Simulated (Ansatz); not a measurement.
**SnTe5: what a guessed cell relaxes into**

Aim: relax a trial structure of SnTe5 and see where it ends.

Program: Ansatz 0.2.0. Level of theory: DFT PBE, scalar-relativistic, plane waves, PAW. These are calculated values, not measurements.

1 further run of the same task is left out (set aside as unsound or not needed).

### Step 1. The starting structure

It takes space group P-62m (No. 189, hexagonal). Conventional cell: a = 6.130 Å, b = 6.130 Å, c = 6.094 Å, α = 90.00°, β = 90.00°, γ = 120.00°. Sn (site symmetry -62m) has 12 Te at 3.54 to 3.66 Å as nearest neighbours. Around Te (site symmetry m2m) lie 10 Te at 3.50 to 3.67 Å and 2 Sn at 3.66 Å. Around Te (site symmetry -6) lie 9 Te at 3.54 to 3.67 Å and 3 Sn at 3.54 Å.

As a file:

```
CELL_PARAMETERS angstrom
6.12962 0.00000 0.00000
-3.06481 5.30840 0.00000
0.00000 0.00000 6.09384
ATOMIC_POSITIONS crystal
Sn 0.00000 0.00000 0.50000
Te 0.67000 0.00000 0.00000
Te 0.33000 0.33000 0.00000
Te 0.00000 0.67000 0.00000
Te 0.66667 0.33333 0.50000
Te 0.33333 0.66667 0.50000
```

The cell is invented: species swapped into a database cell of MgSn5 (P-62m, No. 189), with Sn on the Mg sites and Te on the Sn sites. The dimensions are guesses.

### Step 2. The guess as it stands, on a coarse mesh

Contents of input.yaml:

```yaml
crystal:
  lattice:
    - [6.12961707, 0.0, 0.0]
    - [-3.06480854, 5.3084041, 0.0]
    - [0.0, 0.0, 6.09384331]
  atoms:
    - { symbol: Sn, position: [0.0, 0.0, 0.5] }
    - { symbol: Te, position: [0.67000413, 0.0, 0.0] }
    - { symbol: Te, position: [0.32999587, 0.32999587, 0.0] }
    - { symbol: Te, position: [0.0, 0.67000413, 0.0] }
    - { symbol: Te, position: [0.66666667, 0.33333333, 0.5] }
    - { symbol: Te, position: [0.33333333, 0.66666667, 0.5] }
basis:
  ecutwfc: 420
kpoints:
  mp_grid: { grid: [3, 3, 4] }
hamiltonian:
  xc: pbe
scf:
  occupations: { method: gaussian, width: 0.1 }
  lower_state_search: "off"
output:
  forces: true
  stress: true
  eigenvalues: true
```

Started as:

```bash
ansatz run input.yaml --threads 1 --pin off --max-ram 2560MiB --backend cpu --events-out ev --progress --plain --runs-dir out
```

The session goes on with these runs: coarse relaxation; relaxation on the finer mesh.

What does the calculation give? Wanted: conventional cell; volume; energy over the elements, grey Sn; gap on the mesh.

The runs gave:

| quantity | value |
| --- | --- |
| symmetry at the end (tolerance 0.05 Å) | space group P-62m (No. 189) |
| conventional cell | a = 7.056 Å, b = 7.056 Å, c = 4.382 Å, α = 90.00°, β = 90.00°, γ = 120.00° |
| volume | 31.49 Å³/atom |
| energy over the elements, grey Sn | +0.11 eV/atom |
| gap on the mesh | none (metal) |

**Reading.** The space group P-62m (No. 189) is kept, and the volume per atom shrinks by 4.7 % from the first guess. With a positive formation energy it can't be a ground state. No finished test with a distortion of lower symmetry is shown, so the end may be a saddle point. Spin-orbit coupling is left out for Te.
